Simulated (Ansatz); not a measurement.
# C6H15N: the cost of one run

The runs use Ansatz 0.2.0, Gaussian basis; one geometry, several basis sets.

Plan: PBE0-D4/def2-SVP; ωB97M-V/def2-SVP; PBE0-D4/def2-QZVPP; ωB97M-V/def2-QZVPP; the functionals' def2-TZVPP values are taken from earlier runs.

## 1. The relaxed structure

All runs share one geometry, relaxed beforehand with PBE0-D4 in a triple-zeta def2 set.

SMILES `CCCCCCN`, 22 atoms, charge 0, spin multiplicity 1.

Atoms are counted from 1 here; the program's logs count them from 0.

Bond lengths: C1–C2 1.519 Å, C1–H8 1.094 Å, C1–H9 1.092 Å, C1–H10 1.094 Å, C2–C3 1.521 Å, C2–H11 1.095 Å, C2–H12 1.097 Å, C3–C4 1.523 Å, C3–H13 1.096 Å, C3–H14 1.098 Å, C4–C5 1.520 Å, C4–H15 1.098 Å, C4–H16 1.096 Å, C5–C6 1.526 Å, C5–H17 1.096 Å, C5–H18 1.099 Å, C6–N7 1.453 Å, C6–H19 1.095 Å and more. Angles: C2–C1–H8 111.1°, C2–C1–H9 111.7°, C2–C1–H10 111.1°, H8–C1–H9 107.7°, H8–C1–H10 107.4°, H9–C1–H10 107.7°, C1–C2–C3 112.6°, C1–C2–H11 109.3°, C1–C2–H12 109.7°, C3–C2–H11 109.9°, C3–C2–H12 109.0°, H11–C2–H12 106.1°, C2–C3–C4 114.6°, C2–C3–H13 108.6°, C2–C3–H14 109.2°, C4–C3–H13 109.0°, C4–C3–H14 109.3°, H13–C3–H14 105.9° and more.

## 2. PBE0-D4 in def2-SVP

File in.yaml:

```yaml
crystal:
  periodic: [false, false, false]
  atoms:
    - {symbol: C, position_ang: [-2.213135, -0.949748, 2.365431]}
    - {symbol: C, position_ang: [-1.394457, -0.092792, 1.415471]}
    - {symbol: C, position_ang: [-0.891630, -0.871900, 0.209511]}
    - {symbol: C, position_ang: [-0.133073, -0.036798, -0.813559]}
    - {symbol: C, position_ang: [1.178796, 0.540364, -0.306615]}
    - {symbol: C, position_ang: [1.955227, 1.323657, -1.361686]}
    - {symbol: N, position_ang: [2.425184, 0.578621, -2.517048]}
    - {symbol: H, position_ang: [-1.622327, -1.787398, 2.747360]}
    - {symbol: H, position_ang: [-2.566588, -0.374611, 3.224372]}
    - {symbol: H, position_ang: [-3.089195, -1.369178, 1.862365]}
    - {symbol: H, position_ang: [-0.548850, 0.341786, 1.958141]}
    - {symbol: H, position_ang: [-1.999281, 0.753457, 1.067612]}
    - {symbol: H, position_ang: [-1.749175, -1.345742, -0.282617]}
    - {symbol: H, position_ang: [-0.250146, -1.693626, 0.553223]}
    - {symbol: H, position_ang: [-0.776124, 0.782734, -1.160671]}
    - {symbol: H, position_ang: [0.065288, -0.661577, -1.691739]}
    - {symbol: H, position_ang: [0.990378, 1.204701, 0.543960]}
    - {symbol: H, position_ang: [1.811573, -0.273076, 0.073780]}
    - {symbol: H, position_ang: [2.825934, 1.790568, -0.890322]}
    - {symbol: H, position_ang: [1.333257, 2.148244, -1.728413]}
    - {symbol: H, position_ang: [2.999033, -0.204140, -2.226179]}
    - {symbol: H, position_ang: [1.649324, 0.196450, -3.042399]}
basis:
  gaussian: {orbitals: def2-SVP}
hamiltonian: {xc: pbe0, dispersion: d4}
output: {orbitals: {seedname: orbitals}}
```

Started as:

```
> ansatz run in.yaml --threads 2 --pin off --events-out ev --progress --plain --max-ram 22528MiB --backend cpu
```

Q: Estimate wall time and peak memory on 2 threads of AMD EPYC 7R13, shared host.

About 4.7 s, with a peak of 0.57 GiB.
